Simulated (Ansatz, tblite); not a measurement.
# Al(PH3)Cl3 (AlCl₃H₃P): a ladder of methods and basis sets

Aim: run the singlet of Al(PH3)Cl3 (AlCl₃H₃P) at one geometry on many levels, and compare frontier levels, spin and run time.

The runs use Ansatz 0.2.0, Gaussian basis; as each input shows.

The runs, in order: GFN1-xTB, GFN2-xTB, PBE-D4/def2-TZVP, r2SCAN-D4/def2-TZVP, B3LYP-D4/def2-TZVP, LDA/def2-TZVP, CAM-B3LYP-D4/def2-TZVP, PBE-D4/def2-SVP, PBE0-D4/def2-SVP, HF/STO-3G, PBE0-D4/def2-TZVPD, PBE-D4/def2-TZVPD, B3LYP-D4/def2-TZVPD, CCSD(T)/def2-TZVPP, MP2/def2-TZVP, RPA/def2-TZVP.

2 further runs of the same task are left out: 2 set aside as unsound or not needed.

**1. The relaxed structure**

The geometry is that of the singlet, from an earlier relaxation (PBE-D4/def2-SVP).

8 atoms, charge 0, spin multiplicity 1.

Bond lengths: Al1–P2 2.488 Å, Al1–Cl6 2.125 Å, Al1–Cl7 2.125 Å, Al1–Cl8 2.125 Å, P2–H3 1.427 Å, P2–H4 1.427 Å, P2–H5 1.427 Å. Angles: P2–Al1–Cl6 98.7°, P2–Al1–Cl7 99.2°, P2–Al1–Cl8 98.8°, Cl6–Al1–Cl7 117.7°, Cl6–Al1–Cl8 117.6°, Cl7–Al1–Cl8 117.7°, Al1–P2–H3 118.0°, Al1–P2–H4 117.7°, Al1–P2–H5 118.1°, H3–P2–H4 99.8°, H3–P2–H5 99.9°, H4–P2–H5 99.8°.

PBE0-D4/def2-TZVP was run before; its log isn't repeated, and its numbers join the tables.

**2. GFN1-xTB**

Tight binding, by tblite at 300 K electronic temperature and without a spin-polarisation term:

```python
tblite.interface.Calculator('GFN1-xTB', numbers, positions, charge=0, uhf=0).singlepoint()
```

Energy -504.7835 eV, HOMO -12.68 eV, LUMO -7.17 eV; 0.009 s.

**3. GFN2-xTB**

Tight binding, by tblite at 300 K electronic temperature and without a spin-polarisation term:

```python
tblite.interface.Calculator('GFN2-xTB', numbers, positions, charge=0, uhf=0).singlepoint()
```

Energy -516.1578 eV, HOMO -11.34 eV, LUMO -6.74 eV; 0.009 s.

**4. PBE-D4/def2-TZVP**

start.molden holds the orbitals of an earlier run on this state, given as this run's starting guess.

in.yaml

```yaml
crystal:
  periodic: [false, false, false]
  atoms:
    - {symbol: Al, position_ang: [-0.005153, 0.010138, -1.371258]}
    - {symbol: P, position_ang: [0.002313, -0.005986, 1.116190]}
    - {symbol: H, position_ang: [0.698140, 1.041828, 1.790479]}
    - {symbol: H, position_ang: [0.572447, -1.138380, 1.771280]}
    - {symbol: H, position_ang: [-1.253084, 0.060244, 1.791733]}
    - {symbol: Cl, position_ang: [2.094020, -0.037827, -1.699097]}
    - {symbol: Cl, position_ang: [-1.012386, 1.852712, -1.694970]}
    - {symbol: Cl, position_ang: [-1.096286, -1.782739, -1.704356]}
basis:
  gaussian: {orbitals: def2-TZVP, initial_orbitals: start.molden}
hamiltonian: {xc: pbe, dispersion: d4}
scf: {omitted_lower_state_checks: [starts]}
output: {orbitals: {seedname: orbitals}}
```

Launch:

```console
$ ansatz run in.yaml --threads 2 --pin off --events-out ev --progress --plain --max-ram 22528MiB --backend cpu
```

Further steps of the session: r2SCAN-D4/def2-TZVP; B3LYP-D4/def2-TZVP; LDA/def2-TZVP; CAM-B3LYP-D4/def2-TZVP; PBE-D4/def2-SVP; PBE0-D4/def2-SVP; HF/STO-3G; PBE0-D4/def2-TZVPD; PBE-D4/def2-TZVPD; B3LYP-D4/def2-TZVPD; CCSD(T)/def2-TZVPP; MP2/def2-TZVP; RPA/def2-TZVP.

**Question.** What will the summary of the whole plan be? Wanted: gap in def2-TZVP, named functionals, smallest and largest; correlation energy, CCSD(T)/def2-TZVPP; correlation energy, MP2/def2-TZVP; binding an atom, CCSD(T)/def2-TZVPP; PBE0 total energy, smallest basis above largest.

As calculated:

| quantity | value |
| --- | --- |
| gap in def2-TZVP, named functionals, smallest and largest | 5.51 eV (LDA), 10.30 eV (CAM-B3LYP-D4) |
| correlation energy, CCSD(T)/def2-TZVPP | -24.88 eV |
| correlation energy, MP2/def2-TZVP | -21.29 eV |
| binding an atom, CCSD(T)/def2-TZVPP | 2.997 eV |
| PBE0 total energy, smallest basis above largest | 18.50 eV (def2-SVP, def2-TZVPD) |

**Reading.** Over the named functionals in def2-TZVP the gap runs from 5.51 eV (LDA) to 10.30 eV (CAM-B3LYP-D4); exact exchange widens it. A small miss in a minimal or small basis is a cancelling of errors, not accuracy. The functionals in def2-TZVP miss CCSD(T)/def2-TZVPP by +0.065 (B3LYP-D4) to +0.457 eV (LDA) an atom. The reference is CCSD(T) in one finite basis, so it carries an error of its own, often a tenth of an eV or more, and near misses can't be ranked.
